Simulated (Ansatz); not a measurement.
The system is LiY3.

```xyz
4
Lattice="-2.3672 2.3672 5.3266 2.3672 -2.3672 5.3266 2.3672 2.3672 -5.3266" Properties=species:S:1:pos:R:3 pbc="T T T"
Y     0.0000    0.0000    5.3266
Y     2.3672    0.0000    2.6633
Y     0.0000    2.3672    2.6633
Li    0.0000    0.0000    0.0000
```

The cell comes from a database or a generator and needn't be the stable form of this composition.

```yaml
Program: Ansatz 0.2.0
Task: relaxation of cell and atoms
Functional: RPBE
Potentials_or_basis: Ansatz PAW
Cutoff: "420 eV (not typed: the program's choice for these potentials)"
k_mesh: 6 × 6 × 6
Occupations: fermi-dirac, width 0.05 eV
Spin: no spin polarisation
```

At the start: volume 29.85 Å³/atom.

Task: Where does the relaxation end?

Result: It ends after 4 steps and the volume is 31.16 Å³/atom (+4.4 %); space group I4/mmm (No. 139, to 0.05 Å).

The path:
```csv
step,energy change (eV),largest force (eV/Å),volume (Å³)
1,0.0000,0.0000,119.39
2,-0.0211,0.0000,125.09
3,-0.0213,0.0000,124.63
4,-0.0214,0.0000,124.63
```

Final structure:
```
CELL_PARAMETERS angstrom
-2.40380 2.40380 5.39206
2.40380 -2.40380 5.39206
2.40380 2.40380 -5.39206
ATOMIC_POSITIONS crystal
Y 0.50000 0.50000 0.00000
Y 0.25000 0.75000 0.50000
Y 0.75000 0.25000 0.50000
Li 0.00000 0.00000 0.00000
```

Caveat: the plane-wave basis is chosen anew once the cell has moved, so the energies of steps on either side of that aren't comparable; the PAW data sets come from PBE, with cores solved anew for the run's functional, which leaves a small shift of forces and pressure.
